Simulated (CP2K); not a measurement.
# BBr2F (dibromofluoroborane), step by step, part 2 of 2

CP2K 2026.2. Earlier steps stand in the parts before.

### Step 4. Energy and gradient at CAM-B3LYP/TZVP-MOLOPT-PBE0-GTH (core potential, admm exchange PBEX, admm type ADMM2) (run 7)

Contents of run.inp:

```
&GLOBAL
 PROJECT run
 RUN_TYPE ENERGY_FORCE
 PRINT_LEVEL MEDIUM
&END GLOBAL

&FORCE_EVAL
 METHOD Quickstep
 &DFT
  BASIS_SET_FILE_NAME BASIS_MOLOPT_UZH
  BASIS_SET_FILE_NAME BASIS_ADMM_UZH
  POTENTIAL_FILE_NAME POTENTIAL_UZH
  CHARGE 0
  MULTIPLICITY 1
  &QS
   METHOD GPW
   EPS_DEFAULT 1.0E-10
  &END QS
  &MGRID
   CUTOFF 800
   REL_CUTOFF 50
   NGRIDS 4
  &END MGRID
  &POISSON
   PERIODIC NONE
   POISSON_SOLVER WAVELET
  &END POISSON
  # SCF settings
  &SCF
   SCF_GUESS ATOMIC
   EPS_SCF 1.0E-06
   MAX_SCF 150
   ADDED_MOS 5
   &DIAGONALIZATION
    ALGORITHM STANDARD
   &END DIAGONALIZATION
   &MIXING
    METHOD DIRECT_P_MIXING
    ALPHA 0.4
   &END MIXING
  &END SCF
  &XC
   &XC_FUNCTIONAL
    &HYB_GGA_XC_CAM_B3LYP
    &END HYB_GGA_XC_CAM_B3LYP
   &END XC_FUNCTIONAL
   &HF
    FRACTION 1.0
    &SCREENING
     EPS_SCHWARZ 1.0E-09
     SCREEN_ON_INITIAL_P F
    &END SCREENING
    &INTERACTION_POTENTIAL
     POTENTIAL_TYPE MIX_CL
     SCALE_COULOMB 0.19
     SCALE_LONGRANGE 0.46
     OMEGA 0.33
    &END INTERACTION_POTENTIAL
    &MEMORY
     MAX_MEMORY 1750
    &END MEMORY
   &END HF
  &END XC
  &AUXILIARY_DENSITY_MATRIX_METHOD
   ADMM_TYPE ADMM2
   EXCH_CORRECTION_FUNC PBEX
  &END AUXILIARY_DENSITY_MATRIX_METHOD
  # extra output
  &PRINT
   &MOMENTS
    PERIODIC F
    REFERENCE COM
    MAX_MOMENT 1
   &END MOMENTS
   &MO ON
    ENERGIES T
    OCCUPATION_NUMBERS T
    NDIGITS 6
    &EACH
     QS_SCF 0
    &END EACH
    ADD_LAST NUMERIC
   &END MO
   &HIRSHFELD OFF
   &END HIRSHFELD
  &END PRINT
 &END DFT
 # structure
 &SUBSYS
  # vacuum box
  &CELL
   ABC [angstrom] 9.7 9.7 9.7
   PERIODIC NONE
  &END CELL
  &COORD
   F      1.305760     0.463010     0.362480
   B      0.108040     0.041500     0.035020
   Br    -0.472990    -1.608000     0.689610
   Br    -0.940810     1.103490    -1.087110
  &END COORD
  &TOPOLOGY
   &CENTER_COORDINATES
   &END CENTER_COORDINATES
  &END TOPOLOGY
  &KIND F
   BASIS_SET ORB TZVP-MOLOPT-PBE0-GTH-q7
   BASIS_SET AUX_FIT admm-dzp-q7
   POTENTIAL GTH-PBE0-q7
  &END KIND
  &KIND B
   BASIS_SET ORB TZVP-MOLOPT-PBE0-GTH-q3
   BASIS_SET AUX_FIT admm-dzp-q3
   POTENTIAL GTH-PBE0-q3
  &END KIND
  &KIND Br
   BASIS_SET ORB TZVP-MOLOPT-PBE0-GTH-q7
   BASIS_SET AUX_FIT admm-dzp-q7
   POTENTIAL GTH-PBE0-q7
  &END KIND
 &END SUBSYS
 &PRINT
  &FORCES ON
  &END FORCES
 &END PRINT
&END FORCE_EVAL
```

On the command line:

```sh
$ OMP_NUM_THREADS=2 cp2k.psmp -i run.inp > run.out 2>&1
```

The log of the run, shortened:

```text
CP2K| version string:                                       CP2K version 2026.2
[...]
 GLOBAL| Method name                                                        CP2K
[...]
 GLOBAL| Run type                                                   ENERGY_FORCE
[...]
 DFT| Spin restricted Kohn-Sham (RKS) calculation                            RKS
 DFT| Multiplicity                                                             1
[...]
 DFT| Charge                                                                   0
[...]
 FUNCTIONAL| HYB_GGA_XC_CAM_B3LYP:
[...]
 QS| Method:                                                                 GPW
[...]
 QS| Density cutoff [a.u.]:                                                400.0
[...]
 QS| Relative density cutoff [a.u.]:                                        25.0
[...]
                             - Atoms:                                          4
[...]
                             - Spherical basis functions:                     68
[...]
 Number of electrons:                                                         24
[...]
     1 P_Mix/Diag. 0.40E+00   11.1     2.91033688       -52.8188253655 -5.28E+01
[...]
    16 DIIS/Diag.  0.85E-06    9.6     0.00000047       -54.2864307456 -5.47E-12
  *** SCF run converged in    16 steps ***
[...]
  Overlap energy of the core charge distribution:               0.00000067081350
  Self energy of the core charge distribution:               -128.45162608269908
  Core Hamiltonian energy:                                     33.73626528817576
  Hartree energy:                                              51.71328698600994
  Exchange-correlation energy:                                 -7.75334096034533
  Hartree-Fock Exchange energy:                                -3.53101664760383
  Total energy:                                               -54.28643074564904
[...]
                     Mulliken Population Analysis
 #  Atom  Element  Kind  Atomic population                           Net charge
       1     F        1          7.217739                             -0.217739
       2     B        2          2.680747                              0.319253
       3     Br       3          7.050723                             -0.050723
[...]
  Dipole moment [Debye]
    X= -0.7189053E+00 Y= -0.2507117E+00 Z= -0.1917498E+00  Total=      0.7851428
 ENERGY| Total FORCE_EVAL ( QS ) energy [hartree]            -54.286430745649618
[...]
```

Run time: 2.8 min. Hardware: 2 threads of Arm Neoverse V1, shared host; peak memory 2.5 GiB.

### Step 5. The distorted shape: energy and gradient at CAM-B3LYP/TZVP-MOLOPT-PBE0-GTH (core potential, admm exchange PBEX, admm type ADMM2) (run 8)

Contents of mol.inp:

```
&GLOBAL
  PROJECT mol
  RUN_TYPE ENERGY_FORCE
  PRINT_LEVEL MEDIUM
&END GLOBAL

&FORCE_EVAL
  METHOD QUICKSTEP
  &DFT
    BASIS_SET_FILE_NAME BASIS_MOLOPT_UZH
    BASIS_SET_FILE_NAME BASIS_ADMM_UZH
    POTENTIAL_FILE_NAME POTENTIAL_UZH
    CHARGE 0
    MULTIPLICITY 1
    &QS
      METHOD GPW
      EPS_DEFAULT 1.0E-10
    &END QS
    &MGRID
      CUTOFF 800
      REL_CUTOFF 50
      NGRIDS 4
    &END MGRID
    &POISSON
      PERIODIC NONE
      POISSON_SOLVER WAVELET
    &END POISSON
    &SCF
      SCF_GUESS ATOMIC
      EPS_SCF 1.0E-06
      MAX_SCF 150
      ADDED_MOS 5
      &DIAGONALIZATION
        ALGORITHM STANDARD
      &END DIAGONALIZATION
      &MIXING
        METHOD DIRECT_P_MIXING
        ALPHA 0.4
      &END MIXING
    &END SCF
    &XC
      &XC_FUNCTIONAL
        &HYB_GGA_XC_CAM_B3LYP
        &END HYB_GGA_XC_CAM_B3LYP
      &END XC_FUNCTIONAL
      &HF
        FRACTION 1.0
        &SCREENING
          EPS_SCHWARZ 1.0E-09
          SCREEN_ON_INITIAL_P F
        &END SCREENING
        &INTERACTION_POTENTIAL
          POTENTIAL_TYPE MIX_CL
          SCALE_COULOMB 0.19
          SCALE_LONGRANGE 0.46
          OMEGA 0.33
        &END INTERACTION_POTENTIAL
        &MEMORY
          MAX_MEMORY 1750
        &END MEMORY
      &END HF
    &END XC
    &AUXILIARY_DENSITY_MATRIX_METHOD
      ADMM_TYPE ADMM2
      EXCH_CORRECTION_FUNC PBEX
    &END AUXILIARY_DENSITY_MATRIX_METHOD
    &PRINT
      &MOMENTS
        PERIODIC F
        REFERENCE COM
        MAX_MOMENT 1
      &END MOMENTS
      &MO ON
        ENERGIES T
        OCCUPATION_NUMBERS T
        NDIGITS 6
        &EACH
          QS_SCF 0
        &END EACH
        ADD_LAST NUMERIC
      &END MO
      &HIRSHFELD OFF
      &END HIRSHFELD
    &END PRINT
  &END DFT
  &SUBSYS
    &CELL
      ABC [angstrom] 10.3 10.3 10.3
      PERIODIC NONE
    &END CELL
    &COORD
      F      1.935071    -0.174185     1.035759
      B      0.737351    -0.595695     0.708299
      Br     0.156321    -2.245195     1.362889
      Br    -0.940810     1.103490    -1.087110
    &END COORD
    &TOPOLOGY
      &CENTER_COORDINATES
      &END CENTER_COORDINATES
    &END TOPOLOGY
    &KIND F
      BASIS_SET ORB TZVP-MOLOPT-PBE0-GTH-q7
      BASIS_SET AUX_FIT admm-dzp-q7
      POTENTIAL GTH-PBE0-q7
    &END KIND
    &KIND B
      BASIS_SET ORB TZVP-MOLOPT-PBE0-GTH-q3
      BASIS_SET AUX_FIT admm-dzp-q3
      POTENTIAL GTH-PBE0-q3
    &END KIND
    &KIND Br
      BASIS_SET ORB TZVP-MOLOPT-PBE0-GTH-q7
      BASIS_SET AUX_FIT admm-dzp-q7
      POTENTIAL GTH-PBE0-q7
    &END KIND
  &END SUBSYS
  &PRINT
    &FORCES ON
    &END FORCES
  &END PRINT
&END FORCE_EVAL
```

On the command line:

```sh
$ OMP_NUM_THREADS=2 cp2k.psmp -i mol.inp -o mol.out
```

The log of the run, shortened:

```text
CP2K| version string:                                       CP2K version 2026.2
[...]
 GLOBAL| Method name                                                        CP2K
[...]
 GLOBAL| Run type                                                   ENERGY_FORCE
[...]
 DFT| Spin restricted Kohn-Sham (RKS) calculation                            RKS
 DFT| Multiplicity                                                             1
[...]
 DFT| Charge                                                                   0
[...]
 FUNCTIONAL| HYB_GGA_XC_CAM_B3LYP:
[...]
 QS| Method:                                                                 GPW
[...]
 QS| Density cutoff [a.u.]:                                                400.0
[...]
 QS| Relative density cutoff [a.u.]:                                        25.0
[...]
                             - Atoms:                                          4
[...]
                             - Spherical basis functions:                     68
[...]
 Number of electrons:                                                         24
[...]
     1 P_Mix/Diag. 0.40E+00   11.1     1.50420665       -53.0370548916 -5.30E+01
[...]
    18 DIIS/Diag.  0.64E-06    9.5     0.00000040       -54.1669801637 -3.86E-12
  *** SCF run converged in    18 steps ***
[...]
  Overlap energy of the core charge distribution:               0.00000052701651
  Self energy of the core charge distribution:               -128.45162608269908
  Core Hamiltonian energy:                                     33.31995162060278
  Hartree energy:                                              52.05569247307382
  Exchange-correlation energy:                                 -7.60936698981123
  Hartree-Fock Exchange energy:                                -3.48163171191212
  Total energy:                                               -54.16698016372933
[...]
                     Mulliken Population Analysis
 #  Atom  Element  Kind  Atomic population                           Net charge
       1     F        1          7.155622                             -0.155622
       2     B        2          2.611065                              0.388935
       3     Br       3          6.924405                              0.075595
[...]
  Dipole moment [Debye]
    X=  0.1438087E+01 Y= -0.3258269E+01 Z=  0.2579665E+01  Total=      4.3976217
 ENERGY| Total FORCE_EVAL ( QS ) energy [hartree]            -54.166980163729725
[...]
```

Run time: 3.1 min. Hardware: 2 threads of Arm Neoverse V1, shared host; peak memory 2.6 GiB.

### Step 6. The series

| run | cutoff | cell | partner | energy (Eh) | dipole moment (D) | HOMO energy (eV) | LUMO energy (eV) | wall time |
| --- | --- | --- | --- | --- | --- | --- | --- | --- |
| 1 | 350 | (9.7, 9.7, 9.7) | base | -54.282839 | 0.80 | -9.87 | -0.52 | 36 s |
| 2 | 350 | (10.3, 10.3, 10.3) | B2–Br4 2.99 Å | -54.165551 | 4.40 | -8.86 | -3.40 | 44 s |
| 3 | 450 | (9.7, 9.7, 9.7) | base | -54.284276 | 0.79 | -9.87 | -0.52 | 55 s |
| 4 | 450 | (10.3, 10.3, 10.3) | B2–Br4 2.99 Å | -54.166197 | 4.40 | -8.85 | -3.39 | 75 s |
| 5 | 600 | (9.7, 9.7, 9.7) | base | -54.286418 | 0.79 | -9.87 | -0.52 | 86 s |
| 6 | 600 | (10.3, 10.3, 10.3) | B2–Br4 2.99 Å | -54.167018 | 4.40 | -8.85 | -3.40 | 2.1 min |
| 7 | 800 | (9.7, 9.7, 9.7) | base | -54.286431 | 0.79 | -9.87 | -0.52 | 2.8 min |
| 8 | 800 | (10.3, 10.3, 10.3) | B2–Br4 2.99 Å | -54.166980 | 4.40 | -8.85 | -3.39 | 3.1 min |

Convergence of the total energy of singlet BBr2F with the cutoff, against the last point:

```
cutoff  from the last (mEh)  wall time
350 Ry               +3.592       36 s
450 Ry               +2.154       55 s
600 Ry               +0.013       86 s
800 Ry               +0.000    2.8 min
```

Convergence of the dipole moment of singlet BBr2F with the cutoff, against the last point:

```csv
cutoff,from the last (D),wall time
350 Ry,+0.0124,36 s
450 Ry,+0.0016,55 s
600 Ry,+0.0003,86 s
800 Ry,+0.0000,2.8 min
```

### Step 7. Outcome

This closing draws on all 2 parts.

| quantity | value |
| --- | --- |
| distorted shape, run 8: total energy | -54.16698 Eh |
| distorted shape, run 8: dipole moment | 4.40 D |
| distorted shape, run 8: HOMO energy | -8.85 eV |
| distorted shape, run 8: LUMO energy | -3.39 eV |
| distorted shape, run 8: HOMO–LUMO gap | 5.46 eV |
| energy change with the B2–Br4 bond stretched from 1.867 to 2.988 Å (run 1, cutoff 350) | 3.192 eV |
| energy change with the B2–Br4 bond stretched from 1.867 to 2.988 Å (run 3, cutoff 450) | 3.213 eV |
| energy change with the B2–Br4 bond stretched from 1.867 to 2.988 Å (run 5, cutoff 600) | 3.249 eV |
| energy change with the B2–Br4 bond stretched from 1.867 to 2.988 Å (run 7, cutoff 800) | 3.250 eV |

For the total energy of singlet BBr2F to stay within 2 mEh of the last point, 600 Ry is the first point of the series from which all later ones do (86 s against 2.8 min). For the total energy of singlet BBr2F to stay within 0.5 mEh of the last point, 600 Ry is the first point of the series from which all later ones do (86 s against 2.8 min). For the dipole moment of singlet BBr2F to stay within 0.01 D of the last point, 450 Ry is the first point of the series from which all later ones do (55 s against 2.8 min). All runs together took 13 min, the longest 3.1 min.
